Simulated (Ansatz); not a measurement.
# AlH7NPSi: how energies converge with the basis set

An exercise on one series of results from a longer session: the logs are not shown, and one member is left open.

Method: one geometry, several basis sets; program: Ansatz 0.2.0, Gaussian basis.

Levels to be run: PBE0-D4/def2-SVP; ωB97M-V/def2-SVP; PBE0-D4/def2-QZVPP; ωB97M-V/def2-QZVPP; the functionals' def2-TZVPP values are taken from earlier runs.

### Structure used throughout

The geometry comes from an earlier relaxation with PBE0-D4 in a triple-zeta def2 set; it is a stationary point, not always the lowest conformer.

SMILES `[AlH2][NH]P[SiH3]`, 11 atoms, charge 0, spin multiplicity 1.

Atoms are counted from 1 here; the program's logs count them from 0.

Bond lengths: Al1–N2 1.786 Å, Al1–H5 1.578 Å, Al1–H6 1.583 Å, N2–P3 1.716 Å, N2–H7 1.012 Å, P3–Si4 2.257 Å, P3–H8 1.428 Å, Si4–H9 1.492 Å, Si4–H10 1.487 Å, Si4–H11 1.488 Å. Angles: N2–Al1–H5 118.2°, N2–Al1–H6 116.2°, H5–Al1–H6 125.6°, Al1–N2–P3 124.6°, Al1–N2–H7 119.3°, P3–N2–H7 116.1°, N2–P3–Si4 101.4°, N2–P3–H8 101.8°, Si4–P3–H8 93.5°, P3–Si4–H9 111.5°, P3–Si4–H10 109.0°, P3–Si4–H11 109.6°, H9–Si4–H10 108.1°, H9–Si4–H11 109.2°, H10–Si4–H11 109.4°.

Set-up of the first run:

Contents of in.yaml:

```yaml
crystal:
  periodic: [false, false, false]
  atoms:
    - {symbol: Al, position_ang: [1.052829, 2.340627, 0.175188]}
    - {symbol: N, position_ang: [0.480331, 0.692193, 0.556473]}
    - {symbol: P, position_ang: [0.864539, -0.709215, -0.357068]}
    - {symbol: Si, position_ang: [-1.163752, -1.676514, -0.564175]}
    - {symbol: H, position_ang: [2.006957, 2.529630, -1.066884]}
    - {symbol: H, position_ang: [0.542764, 3.494717, 1.130390]}
    - {symbol: H, position_ang: [-0.136660, 0.553333, 1.346591]}
    - {symbol: H, position_ang: [1.289711, -1.614912, 0.661129]}
    - {symbol: H, position_ang: [-1.920062, -1.640465, 0.721208]}
    - {symbol: H, position_ang: [-1.951171, -0.935771, -1.585175]}
    - {symbol: H, position_ang: [-0.999887, -3.090723, -0.997075]}
basis:
  gaussian: {orbitals: def2-SVP}
hamiltonian: {xc: pbe0, dispersion: d4}
output: {orbitals: {seedname: orbitals}}
```

Started as:

```console
$ ansatz run in.yaml --threads 4 --pin off --events-out ev --progress --plain --max-ram 10444MiB
```

Among the steps run: PBE0-D4 in def2-SVP; ωB97M-V in def2-SVP; PBE0-D4 in def2-QZVPP; ωB97M-V in def2-QZVPP.

One of the session's tables, all rows but one given; the rest of the session is left out.

It belongs to the step «Functionals by basis». 

```
functional       basis  HOMO (eV)
   PBE0-D4    def2-SVP      -6.95
   PBE0-D4  def2-TZVPP      -6.97
   PBE0-D4  def2-QZVPP      -6.98
   ωB97M-V    def2-SVP      -9.00
   ωB97M-V  def2-TZVPP      -9.06
   ωB97M-V  def2-QZVPP          ?
```

Estimate the missing values for ωB97M-V, def2-QZVPP.

The run gave: HOMO (eV): -9.07. In the column «HOMO (eV)» it is the lowest.
